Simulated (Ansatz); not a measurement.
# F2H4N2Si: the cost of one run

All numbers below are computed with Ansatz 0.2.0 (RKS PBE0-D4/def2-SVP).

**1. The starting structure**

Bond lengths: Si1–N2 2.119 Å, Si1–N3 1.642 Å, Si1–F5 1.597 Å, Si1–F6 1.595 Å, N2–H7 1.006 Å, N2–H8 1.007 Å, N3–H9 1.006 Å. Angles: Si1–N2–H7 117.8°, Si1–N2–H8 117.6°, H7–N2–H8 110.5°, N2–Si1–N3 77.7°, N2–Si1–F5 108.2°, N2–Si1–F6 107.6°, N3–Si1–F5 128.8°, N3–Si1–F6 129.6°, F5–Si1–F6 98.0°, Si1–N3–H9 130.6°.

As a file:

```xyz
9

Si   -0.4314   -0.1088    0.8348
N     1.0919    0.0479   -0.6301
N    -1.2928    0.1361   -0.5409
H    -0.1174    0.1961   -1.1948
F    -0.1034    0.9254    2.0066
F    -0.1781   -1.4563    1.6502
H     1.7038    0.8448   -0.5861
H     1.6134   -0.7843   -0.8507
H    -2.2861    0.1990   -0.6890
```

**2. A restrained relaxation towards end A**

Springs on the bonds that form and break draw the guess towards this end; the thresholds are loose.

input.yaml

```yaml
crystal:
  periodic: [false, false, false]
  atoms:
    - { symbol: Si, position_ang: [-0.4314, -0.1088, 0.8348] }
    - { symbol: "N", position_ang: [1.0919, 0.0479, -0.6301] }
    - { symbol: "N", position_ang: [-1.2928, 0.1361, -0.5409] }
    - { symbol: H, position_ang: [-0.1174, 0.1961, -1.1948] }
    - { symbol: F, position_ang: [-0.1034, 0.9254, 2.0066] }
    - { symbol: F, position_ang: [-0.1781, -1.4563, 1.6502] }
    - { symbol: H, position_ang: [1.7038, 0.8448, -0.5861] }
    - { symbol: H, position_ang: [1.6134, -0.7843, -0.8507] }
    - { symbol: H, position_ang: [-2.2861, 0.199, -0.689] }
basis:
  gaussian: { orbitals: def2-SVP }
hamiltonian:
  xc: pbe0
  dispersion: d4
relax:
  f_tol: 0.15
  max_steps: 25
  restrain:
    - { distance: [3, 1], at: 2.32, k: 30.0 }
    - { distance: [0, 1], at: 1.82, k: 30.0 }
    - { distance: [3, 2], at: 1.02, k: 30.0 }
```

On the command line:

```
> ansatz run input.yaml --threads 2 --pin off --max-ram 3072MiB --backend cpu --events-out ev --progress --plain --runs-dir out
```

Q: Estimate wall time and peak memory on 2 threads of Intel Xeon Platinum 8375C at 2.90GHz (Ice Lake), shared host.

About 18 s, with a peak of 0.21 GiB.
